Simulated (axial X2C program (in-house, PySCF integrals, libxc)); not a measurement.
# Linear WOH⁻ at several levels

An exercise on one series of results from a longer session: the logs are not shown, and one member is left open.

Program: an in-house X2C program for linear molecules on PySCF integrals. Level of theory: all-electron X2C, two-component (2c) or spin-free, W dyall-v3z, O dyall-av3z, H dyall-v3z. These are calculated values, not measurements.

All values are calculated.

2 further runs of the same task are left out: 2 set aside as unsound or not needed.

The first run:

File task.json:

```json
{
 "zs": [
  74,
  8,
  1
 ],
 "q": -1,
 "bas": [
  "dyall-v3z",
  "dyall-av3z",
  "dyall-v3z"
 ],
 "r0": [
  2.0,
  0.96
 ],
 "symm": 0,
 "scan": [
  "PBE0",
  "HF",
  "B3LYP"
 ],
 "levels": [
  "PBE0",
  "HF",
  "r2SCAN"
 ],
 "nst": 2
}
```

Keys: zs atomic numbers; q charge; bas basis sets; r0 starting distance in Å; symm equal bonds; scan levels of the two-bond scan (MP2 follows by itself at each HF point); levels methods; nst determinants followed.

Launch:

```bash
python solin.py task.json out
```

Masses W 183.951, O 15.995, H 1.008 u.

Among the steps run: Scan at PBE0, 2c; Scan at HF, 2c; Scan at B3LYP, 2c.

One table of the session follows, with a row left open; its other results are not shown here.

| level | r(W–O) (Å) | r(O–H) (Å) | lower stretch (cm⁻¹) | upper stretch (cm⁻¹) |
| --- | --- | --- | --- | --- |
| PBE0, 2c | 1.921 | 0.946 | 581.1 | 4080.7 |
| HF, 2c | ? | ? | ? | ? |
| B3LYP, 2c | 1.935 | 0.949 | 568.0 | 4017.8 |
| MP2, 2c | 1.963 | 0.951 | 543.0 | 4024.3 |
| PBE0, spin-free | 1.923 | 0.946 | 580.7 | 4086.6 |
| HF, spin-free | 1.990 | 0.929 | 539.7 | 4314.4 |
| B3LYP, spin-free | 1.938 | 0.948 | 568.1 | 4029.4 |
| MP2, spin-free | 1.967 | 0.951 | 540.4 | 4027.6 |

Q: Estimate the row for HF, 2c from the others.

**Answer.** r(W–O) (Å): 1.989; r(O–H) (Å): 0.928; lower stretch (cm⁻¹): 539.1; upper stretch (cm⁻¹): 4316.9. In the column «r(W–O) (Å)» it lies between MP2, spin-free (1.967) and HF, spin-free (1.990).

Scans not shown above were run alike.

Caveats from the session: For an anion the highest level of a functional can be positive, and the basis then holds the extra electron. The molecule was held linear; bending was not examined, so a bent shape may lie lower.
